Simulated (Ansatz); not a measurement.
# GeH3− (triplet): wave-function methods side by side, aug-cc-pVDZ

Aim: climb from Hartree-Fock through coupled cluster and multireference methods for GeH3− (triplet) at one geometry and basis, and see what each rung misses.

Program: Ansatz 0.2.0, Gaussian basis. Level of theory: aug-cc-pVDZ, core rule «outside noble gas», up to 14 orbitals frozen. These are calculated values, not measurements.

Plan: UHF; CCSD(T) on ROHF; CCSD(T) on UHF; BCCD(T) on ROHF; CISD; CCSDT(Q) on ROHF; CCSDT(Q) on UHF; CASSCF and NEVPT2, 8 electrons in 7 orbitals.

4 further runs of the same task are left out: 1 for a known fault of the program, 3 set aside as unsound or not needed.

## (1) The system

The geometry is a PBE0/def2-TZVPD stationary point (not a proven minimum) of the parent state, kept for this charge and spin. No spin-orbit coupling is included. The filled d shell of Ge may be among the frozen orbitals whatever the setting's name suggests; the logs give the count.

4 atoms, charge -1, spin multiplicity 3.

Atoms are counted from 1 here; the program's logs count them from 0.

Bond lengths: Ge1–H2 1.615 Å, Ge1–H3 1.615 Å, Ge1–H4 1.615 Å. Angles: H2–Ge1–H3 92.6°, H2–Ge1–H4 92.6°, H3–Ge1–H4 92.6°.

In the tables R marks a restricted open-shell determinant and U an unrestricted one; 'valence' is the active space of 8 electrons in 7 orbitals; energies count from the table's Hartree-Fock row.

## (2) UHF

File in.yaml:

```yaml
crystal:
  periodic: [false, false, false]
  atoms:
    - {symbol: Ge, position_ang: [0.000190, 0.000006, -0.035544]}
    - {symbol: H, position_ang: [1.343272, 0.009089, 0.861072]}
    - {symbol: H, position_ang: [-0.686473, 1.162532, 0.850402]}
    - {symbol: H, position_ang: [-0.670496, -1.172025, 0.850119]}
basis:
  gaussian: {orbitals: aug-cc-pVDZ}
total_charge: -1
magnetization: {spin_polarized: true, initial_magnetization: 2}
hamiltonian: {xc: hf}
output: {orbitals: {seedname: orbitals}}
```

Launch:

```sh
> ansatz run in.yaml --threads 1 --pin off --events-out ev --progress --plain --max-ram 2816MiB --backend cpu
```

Log:

```text
Functional definition: HF
  name "HF"
  cite "Fock, Z. Phys. 61, 126 (1930) doi:10.1007/BF01340294"
  parent pbe
  exchange = exact_x
  correlation = 0
659 factors; integrals over basis functions are off by at most 6.7e-4 eV
mean field evaluation 1: about -56515.6055 eV, gradient 1.2e1 eV
mean field evaluation 2: about -56515.6062 eV, gradient 1.2e1 eV
mean field evaluation 4: about -56517.3141 eV, gradient 1.4e0 eV
mean field evaluation 8: about -56517.3565 eV, gradient 4.1e-3 eV
mean field evaluation 16: about -56517.2673 eV, gradient 4.4e-1 eV
mean field evaluation 32: about -56516.7378 eV, gradient 1.6e0 eV
mean field evaluation 64: about -56517.1693 eV, gradient 4.0e0 eV
a density is far from that of the atoms, so the factors are made again for it
671 factors; integrals over basis functions are off by at most 6.7e-4 eV
mean field -56517.35652106 eV, -2076.9745433089 hartree, gradient 2.5e-5 eV, S^2 2.004574; 0 other end points of the search recorded, 0 dependent functions left out
reference -56517.35652106 eV, -2076.9745433089 hartree; 19, 17 occupied and 44, 46 virtual orbitals, 671 factors
Total energy: -56517.35652106 eV, -2076.9745433089 hartree
```

Wall time 2.8 s (1 thread of AMD EPYC 7R13, shared host).

From the report: ⟨S²⟩ of the determinant 2.005 (pure triplet: 2.00).

## (3) CCSD(T) on ROHF

in.yaml, as its differences from that of step 2:

```diff
@@ -10,4 +10,4 @@
 total_charge: -1
-magnetization: {spin_polarized: true, initial_magnetization: 2}
-hamiltonian: {xc: hf}
-output: {orbitals: {seedname: orbitals}}
+magnetization: {spin_polarized: false, initial_magnetization: 2}
+correlation: {method: ccsd_t, electrons: outside_noble_gas}
+output: {forces: true}
```

Same command.

Log, shortened:

```text
Functional definition: HF
  name "HF"
  cite "Fock, Z. Phys. 61, 126 (1930) doi:10.1007/BF01340294"
  parent pbe
[...]
659 factors; integrals over basis functions are off by at most 6.7e-4 eV
[...]
a density is far from that of the atoms, so the factors are made again for it
671 factors; integrals over basis functions are off by at most 6.7e-4 eV
[...]
mean field -56517.31013962 eV, -2076.9728388223 hartree, gradient 1.2e-6 eV, S^2 2.000000; 20 other end points of the search recorded, 0 dependent functions left out
[...]
determinant -56517.31013962 eV, -2076.9728388223 hartree, with singles and doubles -56520.98068390 eV, -2077.1077288365 hartree
determinant -56516.74111834 eV, -2076.9519276758 hartree, with singles and doubles -56520.38198510 eV, -2077.0857270614 hartree
[...]
14 core orbitals not correlated: weight in the atoms' cores, before any rotation towards them, 1.000 or more for the frozen orbitals, at most 0.000 for the correlated occupied ones
reference -56517.31013962 eV, -2076.9728388223 hartree; 5, 3 occupied and 44, 46 virtual orbitals, 671 factors
second order -2.84291770 eV of doubles, -0.02681390 eV of singles
cycle   1  -3.67104891 eV  change   -5.0e-4 eV  update   9.3e-4
[...]
cycle  10  -3.67102994 eV  change   -3.7e-8 eV  update   1.5e-7
perturbative correction -0.10339287 eV, -0.0037996179 hartree
[...]
Total energy: -56521.08456243 eV, -2077.1115463022 hartree
Atom 0 at     0.000190     0.000006    -0.035544 Å, force    -0.014962    -0.000442     2.797157 eV/Å
Atom 1 at     1.343272     0.009089     0.861072 Å, force     0.179975     0.001345    -0.931447 eV/Å
Atom 2 at    -0.686473     1.162532     0.850402 Å, force    -0.083543     0.151091    -0.932836 eV/Å
Atom 3 at    -0.670496    -1.172025     0.850119 Å, force    -0.081469    -0.151994    -0.932873 eV/Å
Dipole moment:    -0.003095    -0.000091     0.578787 e Å
```

Run time: 30 s. Hardware: 1 thread of AMD EPYC 7R13, shared host; peak memory 0.28 GiB.

From the report: correlation -3.7744 eV; T1 0.038; largest double amplitude 0.04.

## (4) CCSD(T) on UHF

in.yaml, as its differences from that of step 3:

```diff
@@ -10,3 +10,3 @@
 total_charge: -1
-magnetization: {spin_polarized: false, initial_magnetization: 2}
+magnetization: {spin_polarized: true, initial_magnetization: 2}
 correlation: {method: ccsd_t, electrons: outside_noble_gas}
```

Same command.

Log, shortened:

```text
Functional definition: HF
  name "HF"
  cite "Fock, Z. Phys. 61, 126 (1930) doi:10.1007/BF01340294"
  parent pbe
[...]
659 factors; integrals over basis functions are off by at most 6.7e-4 eV
[...]
a density is far from that of the atoms, so the factors are made again for it
671 factors; integrals over basis functions are off by at most 6.7e-4 eV
[...]
mean field -56517.35652106 eV, -2076.9745433089 hartree, gradient 2.1e-6 eV, S^2 2.004574; 21 other end points of the search recorded, 0 dependent functions left out
determinant -56517.35652106 eV, -2076.9745433089 hartree, with singles and doubles -56520.98567951 eV, -2077.1079124221 hartree
determinant -56516.79264401 eV, -2076.9538212094 hartree, with singles and doubles -56520.38737250 eV, -2077.0859250447 hartree
[...]
14 core orbitals not correlated: weight in the atoms' cores, before any rotation towards them, 1.000 or more for the frozen orbitals, at most 0.000 for the correlated occupied ones
reference -56517.35652106 eV, -2076.9745433089 hartree; 5, 3 occupied and 44, 46 virtual orbitals, 671 factors
second order -2.83051192 eV of doubles, -0.00000000 eV of singles
cycle   1  -3.62965764 eV  change   -5.0e-4 eV  update   9.0e-4
[...]
cycle  10  -3.62965688 eV  change   -7.4e-8 eV  update   1.5e-7
perturbative correction -0.10264990 eV, -0.0037723142 hartree
[...]
Total energy: -56521.08882784 eV, -2077.1117030533 hartree
Atom 0 at     0.000190     0.000006    -0.035544 Å, force    -0.014967    -0.000442     2.797894 eV/Å
Atom 1 at     1.343272     0.009089     0.861072 Å, force     0.178451     0.001334    -0.931701 eV/Å
Atom 2 at    -0.686473     1.162532     0.850402 Å, force    -0.082770     0.149775    -0.933078 eV/Å
Atom 3 at    -0.670496    -1.172025     0.850119 Å, force    -0.080714    -0.150667    -0.933115 eV/Å
Dipole moment:    -0.003103    -0.000092     0.580378 e Å
```

Wall time 30 s (1 thread of AMD EPYC 7R13, shared host); peak memory 0.28 GiB.

From the report: ⟨S²⟩ of the determinant 2.005 (pure triplet: 2.00); correlation -3.7323 eV; T1 0.037; largest double amplitude 0.04.

## (5) BCCD(T) on ROHF

in.yaml, as its differences from that of step 4:

```diff
@@ -10,4 +10,3 @@
 total_charge: -1
-magnetization: {spin_polarized: true, initial_magnetization: 2}
-correlation: {method: ccsd_t, electrons: outside_noble_gas}
-output: {forces: true}
+magnetization: {spin_polarized: false, initial_magnetization: 2}
+correlation: {method: bccd_t, electrons: outside_noble_gas}
```

The command is unchanged.

Log, shortened:

```text
Functional definition: HF
  name "HF"
  cite "Fock, Z. Phys. 61, 126 (1930) doi:10.1007/BF01340294"
  parent pbe
[...]
659 factors; integrals over basis functions are off by at most 6.7e-4 eV
[...]
a density is far from that of the atoms, so the factors are made again for it
671 factors; integrals over basis functions are off by at most 6.7e-4 eV
[...]
mean field -56517.31013962 eV, -2076.9728388223 hartree, gradient 1.2e-6 eV, S^2 2.000000; 20 other end points of the search recorded, 0 dependent functions left out
[...]
determinant -56517.31013962 eV, -2076.9728388223 hartree, with singles and doubles -56520.98068390 eV, -2077.1077288365 hartree
determinant -56516.74111834 eV, -2076.9519276758 hartree, with singles and doubles -56520.38198510 eV, -2077.0857270614 hartree
[...]
determinant -56515.79489721 eV, -2076.9171546907 hartree, with singles and doubles -56519.51887400 eV, -2077.0540083136 hartree
determinant -56514.03158872 eV, -2076.8523542991 hartree, with singles and doubles -56518.11017153 eV, -2077.0022394528 hartree
determinant -56513.99347910 eV, -2076.8509537962 hartree, with no singles and doubles
determinant -56513.92750561 eV, -2076.8485293152 hartree, with singles and doubles -56518.12942011 eV, -2077.0029468251 hartree
14 core orbitals not correlated: weight in the atoms' cores, before any rotation towards them, 1.000 or more for the frozen orbitals, at most 0.000 for the correlated occupied ones
reference -56517.31013962 eV, -2076.9728388223 hartree; 5, 3 occupied and 44, 46 virtual orbitals, 671 factors
second order -2.84291770 eV of doubles, -0.02681390 eV of singles
cycle   1  -3.66688677 eV  change    3.7e-3 eV  update   5.7e-3
[...]
cycle   8  -3.66485806 eV  change   -1.2e-7 eV  update   6.1e-6
perturbative correction -0.11035153 eV, -0.0040553439 hartree
Total energy: -56521.08534920 eV, -2077.1115752156 hartree
```

Run time: 25 s. Hardware: 1 thread of AMD EPYC 7R13, shared host; peak memory 0.26 GiB.

From the report: correlation -3.7752 eV; largest double amplitude 0.04.

## (6) CISD

in.yaml, as its differences from that of step 5:

```diff
@@ -11,2 +11,2 @@
 magnetization: {spin_polarized: false, initial_magnetization: 2}
-correlation: {method: bccd_t, electrons: outside_noble_gas}
+correlation: {active_space: {ras: {orbitals: [3, 2, 44], electrons: 8, max_holes: 2, max_particles: 2}, fixed_orbitals: true}}
```

The command is unchanged.

Log, shortened:

```text
Functional definition: HF
  name "HF"
  cite "Fock, Z. Phys. 61, 126 (1930) doi:10.1007/BF01340294"
  parent pbe
[...]
659 factors; integrals over basis functions are off by at most 6.7e-4 eV
[...]
a density is far from that of the atoms, so the factors are made again for it
671 factors; integrals over basis functions are off by at most 6.7e-4 eV
[...]
mean field -56517.31013962 eV, -2076.9728388223 hartree, gradient 1.2e-6 eV, S^2 2.000000; 12 other end points of the search recorded, 0 dependent functions left out
reference -56517.31013962 eV, -2076.9728388223 hartree; 19, 17 occupied and 44, 46 virtual orbitals, 671 factors
state -56520.79035387 eV, -2077.1007343370 hartree
Total energy: -56520.79035387 eV, -2077.1007343370 hartree
```

It took 7.5 s on 1 thread of AMD EPYC 7R13, shared host.

From the report: 80,995 determinants.

## (7) CCSDT(Q) on ROHF

in.yaml, as its differences from that of step 6:

```diff
@@ -11,2 +11,2 @@
 magnetization: {spin_polarized: false, initial_magnetization: 2}
-correlation: {active_space: {ras: {orbitals: [3, 2, 44], electrons: 8, max_holes: 2, max_particles: 2}, fixed_orbitals: true}}
+correlation: {method: ccsdt_q, electrons: outside_noble_gas}
```

Launch:

```sh
> ansatz run in.yaml --threads 2 --pin off --events-out ev --progress --plain --max-ram 16896MiB --backend cuda --devices 0, --max-vram 18GiB
```

Log, shortened:

```text
Functional definition: HF
  name "HF"
  cite "Fock, Z. Phys. 61, 126 (1930) doi:10.1007/BF01340294"
  parent pbe
[...]
1107 factors; integrals over basis functions are off by at most 1.7e-7 eV
[...]
a density is far from that of the atoms, so the factors are made again for it
1126 factors; integrals over basis functions are off by at most 1.8e-7 eV
[...]
mean field -56517.31021013 eV, -2076.9728414135 hartree, gradient 3.3e-6 eV, S^2 2.000000; 20 other end points of the search recorded, 0 dependent functions left out
[...]
determinant -56517.31021013 eV, -2076.9728414135 hartree, with singles and doubles -56520.98075098 eV, -2077.1077313016 hartree
determinant -56516.74118940 eV, -2076.9519302872 hartree, with singles and doubles -56520.38205390 eV, -2077.0857295900 hartree
[...]
determinant -56515.79496677 eV, -2076.9171572470 hartree, with singles and doubles -56519.51894022 eV, -2077.0540107470 hartree
determinant -56514.03166234 eV, -2076.8523570047 hartree, with singles and doubles -56518.11024448 eV, -2077.0022421334 hartree
determinant -56513.99354892 eV, -2076.8509563621 hartree, with no singles and doubles
determinant -56513.92757868 eV, -2076.8485320005 hartree, with singles and doubles -56518.12949221 eV, -2077.0029494746 hartree
14 core orbitals not correlated: weight in the atoms' cores, before any rotation towards them, 1.000 or more for the frozen orbitals, at most 0.000 for the correlated occupied ones
reference -56517.31021013 eV, -2076.9728414135 hartree; 5, 3 occupied and 44, 46 virtual orbitals, 1126 factors
second order -2.84292864 eV of doubles, -0.02681388 eV of singles
cycle   1  -3.42100129 eV  change   -5.5e-1 eV  update   7.7e-2
[...]
cycle  16  -3.80211018 eV  change   -4.3e-7 eV  update   8.5e-7
perturbative correction -0.00277995 eV, -0.0001021611 hartree
Total energy: -56521.11510025 eV, -2077.1126685465 hartree
```

Run time: 10 s. Hardware: 1 × H100 (card shared with other runs) with 2 threads of AMD EPYC 7R13, shared host; peak host memory 0.87 GiB.

From the report: correlation -3.8049 eV; T1 0.041; largest double amplitude 0.04.

## (8) CCSDT(Q) on UHF

in.yaml, as its differences from that of step 7:

```diff
@@ -10,3 +10,3 @@
 total_charge: -1
-magnetization: {spin_polarized: false, initial_magnetization: 2}
+magnetization: {spin_polarized: true, initial_magnetization: 2}
 correlation: {method: ccsdt_q, electrons: outside_noble_gas}
```

Launched as before.

Log, shortened:

```text
Functional definition: HF
  name "HF"
  cite "Fock, Z. Phys. 61, 126 (1930) doi:10.1007/BF01340294"
  parent pbe
[...]
1107 factors; integrals over basis functions are off by at most 1.7e-7 eV
[...]
a density is far from that of the atoms, so the factors are made again for it
1126 factors; integrals over basis functions are off by at most 1.8e-7 eV
[...]
mean field -56517.35659155 eV, -2076.9745458994 hartree, gradient 3.7e-6 eV, S^2 2.004574; 18 other end points of the search recorded, 0 dependent functions left out
determinant -56517.35659155 eV, -2076.9745458994 hartree, with singles and doubles -56520.98574668 eV, -2077.1079148903 hartree
determinant -56516.79271513 eV, -2076.9538238230 hartree, with singles and doubles -56520.38744106 eV, -2077.0859275642 hartree
[...]
determinant -56515.84780264 eV, -2076.9190989295 hartree, with singles and doubles -56519.52460570 eV, -2077.0542189496 hartree
determinant -56514.29873343 eV, -2076.8621716859 hartree, with singles and doubles -56518.10654483 eV, -2077.0021061741 hartree
determinant -56514.25589689 eV, -2076.8605974723 hartree, with singles and doubles -56518.13937550 eV, -2077.0033126788 hartree
determinant -56514.04164779 eV, -2076.8527239631 hartree, with no singles and doubles
14 core orbitals not correlated: weight in the atoms' cores, before any rotation towards them, 1.000 or more for the frozen orbitals, at most 0.000 for the correlated occupied ones
reference -56517.35659155 eV, -2076.9745458994 hartree; 5, 3 occupied and 44, 46 virtual orbitals, 1126 factors
second order -2.83052282 eV of doubles, -0.00000000 eV of singles
cycle   1  -3.37875285 eV  change   -5.5e-1 eV  update   7.6e-2
[...]
cycle  16  -3.76017623 eV  change   -4.9e-7 eV  update   8.6e-7
perturbative correction -0.00296379 eV, -0.0001089172 hartree
Total energy: -56521.11973157 eV, -2077.1128387442 hartree
```

It took 9.5 s on 1 × H100 (card shared with other runs) with 2 threads of AMD EPYC 7R13, shared host; peak host memory 0.87 GiB.

From the report: ⟨S²⟩ of the determinant 2.005 (pure triplet: 2.00); correlation -3.7631 eV; T1 0.040; largest double amplitude 0.04.

## (9) CASSCF and NEVPT2, 8 electrons in 7 orbitals

in.yaml, as its differences from that of step 8:

```diff
@@ -10,3 +10,3 @@
 total_charge: -1
-magnetization: {spin_polarized: true, initial_magnetization: 2}
-correlation: {method: ccsdt_q, electrons: outside_noble_gas}
+magnetization: {spin_polarized: false, initial_magnetization: 2}
+correlation: {method: sc_nevpt2, electrons: outside_noble_gas, active_space: {window: {electrons: 8, orbitals: 7}, shells: [{species: Ge, l: s, shell: 4}, {species: Ge, l: p, shell: 4}, {species: H, l: s, shell: 1}]}}
```

Launch:

```sh
> ansatz run in.yaml --threads 1 --pin off --events-out ev --progress --plain --max-ram 2816MiB --backend cpu
```

Log, shortened:

```text
Functional definition: HF
  name "HF"
  cite "Fock, Z. Phys. 61, 126 (1930) doi:10.1007/BF01340294"
  parent pbe
[...]
1107 factors; integrals over basis functions are off by at most 1.7e-7 eV
[...]
a density is far from that of the atoms, so the factors are made again for it
1126 factors; integrals over basis functions are off by at most 1.8e-7 eV
[...]
mean field -56517.31021013 eV, -2076.9728414135 hartree, gradient 2.9e-6 eV, S^2 2.000000; 13 other end points of the search recorded, 0 dependent functions left out
reference -56517.31021013 eV, -2076.9728414135 hartree; 19, 17 occupied and 44, 46 virtual orbitals, 1126 factors
state -56518.05861801 eV, -2077.0003448956 hartree
state -56518.05861801 eV, -2077.0003448956 hartree; corrected -56520.18875431 eV, -2077.0786259608 hartree
Total energy: -56520.18875431 eV, -2077.0786259608 hartree
Checks for a lower state left out: starts, orbital_swaps
```

Wall time 9 s (1 thread of AMD EPYC 7R13, shared host).

From the report: 625 determinants; active occupations 1.99, 1.99, 1.97, 1.01, 1.00, 0.03, 0.02.

## (10) Natural occupations

Natural occupations of the CASSCF valence state about the gap (report; correlated orbitals 1 to 7): 1.994, 1.986, 1.969, 1.005, 1.000, 0.029, 0.017. The count of effectively unpaired electrons, Σ n²(2 − n)², is 2.01; a single determinant of this spin has 2.

## (11) The ladder

The yardstick is UCCSDT(Q), where the cluster series has nearly closed. Rows without a time come out of other runs: HF, MP2 and CCSD of CCSD(T), CCSDT of CCSDT(Q), CASSCF and MRCISD of the multireference runs. The times of RCCSD(T), UCCSD(T) include forces.

Differences are taken before rounding.

```
        method  energy from the lowest RHF (kJ/mol)  from UCCSDT(Q) (kJ/mol)         time
           RHF                                  0.0                   +367.6             
           UHF                                 -4.5                   +363.1             
          RMP2                               -276.9                    +90.7             
          UMP2                               -277.6                    +90.0             
          CISD                               -335.8                    +31.8        7.5 s
         RCCSD                               -354.2                    +13.4             
         UCCSD                               -354.7                    +12.9             
      RCCSD(T)                               -364.2                     +3.4         30 s
      UCCSD(T)                               -364.6                     +3.0         30 s
       BCCD(T)                               -364.3                     +3.3         25 s
        RCCSDT                               -366.9                     +0.7             
        UCCSDT                               -367.3                     +0.3             
     RCCSDT(Q)                               -367.1                     +0.4   10 s (GPU)
     UCCSDT(Q)                               -367.6                        0  9.5 s (GPU)
CASSCF valence                                -72.2                   +295.4             
NEVPT2 valence                               -277.7                    +89.8          9 s
```

Some runs used a GPU and others CPU threads alone; cost is compared among the CPU runs only.

Among the levels timed on like hardware, those that no quicker one beats, quickest first: CISD (7.5 s, +31.8 kJ/mol); BCCD(T) (25 s, +3.3 kJ/mol); UCCSD(T) (30 s, +3.0 kJ/mol).

## (12) Results

| quantity | value |
| --- | --- |
| UCCSDT(Q) below the RHF energy | -3.8096 eV |
| RMP2 from UCCSDT(Q) | +90.7 kJ/mol |
| UMP2 from UCCSDT(Q) | +90.0 kJ/mol |
| RCCSD from UCCSDT(Q) | +13.4 kJ/mol |
| RCCSD(T) from UCCSDT(Q) | +3.4 kJ/mol |
| UCCSD(T) from UCCSDT(Q) | +3.0 kJ/mol |
| RCCSDT(Q) from UCCSDT(Q) | +0.4 kJ/mol |
| NEVPT2 valence from UCCSDT(Q) | +89.8 kJ/mol |
| levels within 1 kcal/mol (43 meV) | RCCSD(T), UCCSD(T), BCCD(T), RCCSDT, UCCSDT, RCCSDT(Q) |
| T1 diagnostic | 0.038 |
| effectively unpaired electrons | 2.01 |

RCCSD(T) misses by +3.4 kJ/mol, 0.9 % of the correlation energy. One determinant dominates. These misses are within one basis, not against nature; the frozen cores of restricted and unrestricted runs differ, which can shift their rows. The highest orbital lies above zero: the basis alone holds the extra electron.

UCCSD(T) reaches 3.0 kJ/mol from the reference in 30 s; the quickest level in the cost chart, CISD, takes 7.5 s and misses by 31.8 kJ/mol.
